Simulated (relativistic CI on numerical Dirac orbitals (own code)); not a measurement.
**Cu¹⁴⁺: one ion under different settings**

Aim: see what numerical and physical settings do to the SCF, the total energy and the lowest levels of Cu¹⁴⁺.

Program: relativistic CI on numerical Dirac orbitals (own code) version 3. Level of theory: Dirac-Coulomb-Breit CI, KLI orbitals optimised for each configuration, model QED (radiative potential, 1s self-energy scaled to tabulated hydrogen-like ionisation energies), numerical settings as typed. These are calculated values, not measurements, unless marked.

## (1) The system

```
ion            : Cu¹⁴⁺ (Cu XV)
nuclear charge : 29
electrons      : 15
isotope        : A = 63
```

## (2) Usual settings

Settings of the run:

```ini
atom Cu  Z=29  charge=14  electrons=15
nucleus A=63  rms_radius_fm=3.8823
hamiltonian dirac-coulomb  breit=on  qed=on  c_scale=1
orbitals kli  potential=per-configuration
slater_scale 1
correlation none
mixing on
grid step=0.0125 r_max=6.9
scf mixing=0.4 start=green max_iterations=150 tolerance=2e-08 node_fill=0.05
configurations
  [Ne] 3s2 3p3
  [Ne] 3s 3p4
  [Ne] 3s2 3p2 3d
  [Ne] 3p5
  [Ne] 3s2 3p 3d2
end
```

Run with:

```bash
python run_levels.py task.json out
```

One command runs all members of the session, one after another, from task.json.

## (3) Start potential previous

The settings differ from step 2 so:

```diff
@@ -8,3 +8,3 @@
 grid step=0.0125 r_max=6.9
-scf mixing=0.4 start=green max_iterations=150 tolerance=2e-08 node_fill=0.05
+scf mixing=0.4 start=previous max_iterations=150 tolerance=2e-08 node_fill=0.05
 configurations
```

## (4) Nuclear radius 3.4941, grid step 0.02, QED terms off

Settings of the run:

```ini
atom Cu  Z=29  charge=14  electrons=15
nucleus A=63  rms_radius_fm=3.4941
hamiltonian dirac-coulomb  breit=on  qed=off  c_scale=1
orbitals kli  potential=per-configuration
slater_scale 1
correlation none
mixing on
grid step=0.02 r_max=6.9
scf mixing=0.4 start=green max_iterations=150 tolerance=2e-08 node_fill=0.05
configurations
  [Ne] 3s2 3p3
  [Ne] 3s 3p4
  [Ne] 3s2 3p2 3d
  [Ne] 3p5
  [Ne] 3s2 3p 3d2
end
```

## (5) Tolerance 1e-06, potential mixing 0.2, speed-of-light factor 0.8

Settings of the run:

```ini
atom Cu  Z=29  charge=14  electrons=15
nucleus A=63  rms_radius_fm=3.8823
hamiltonian dirac-coulomb  breit=on  qed=on  c_scale=0.8
orbitals kli  potential=per-configuration
slater_scale 1
correlation none
mixing on
grid step=0.0125 r_max=6.9
scf mixing=0.2 start=green max_iterations=150 tolerance=1e-06 node_fill=0.05
configurations
  [Ne] 3s2 3p3
  [Ne] 3s 3p4
  [Ne] 3s2 3p2 3d
  [Ne] 3p5
  [Ne] 3s2 3p 3d2
end
```

(Steps that only read results are left out.)

**Question.** What will these runs give? Wanted: lowest level, usual settings; total energy; first excitation.

**Answer**, as computed:

| setting | total energy less usual (Ha) | largest shift of a level among the lowest eight of both runs, same label and place (cm⁻¹) | SCF iterations | time | lowest level | kind of change |
| --- | --- | --- | --- | --- | --- | --- |
| usual | 0 | 0 | 50 | 0.22 s | 3p3 4S°3/2 | - |
| start potential previous | 0 | 0 | 39 | 0.19 s | 3p3 4S°3/2 | numerical |
| nuclear radius 3.4941, grid step 0.02, QED terms off | -0.459 | 868 | 50 | 0.14 s | 3p3 4S°3/2 | unphysical constant |
| tolerance 1e-06, potential mixing 0.2, speed-of-light factor 0.8 | -8.09 | 28600 | 45 | 0.21 s | 3p3 4S°3/2 | unphysical constant |

```
                    quantity          value
lowest level, usual settings     3p3 4S°3/2
                total energy  -1560.8322 Ha
            first excitation     51690 cm⁻¹
```

What this shows: Among the runs whose levels can be followed, they move most under «tolerance 1e-06, potential mixing 0.2, speed-of-light factor 0.8» (unphysical constant), by up to 28600 cm⁻¹. No visible change in the result comes from «start potential previous». Only the listed configurations are in the model.
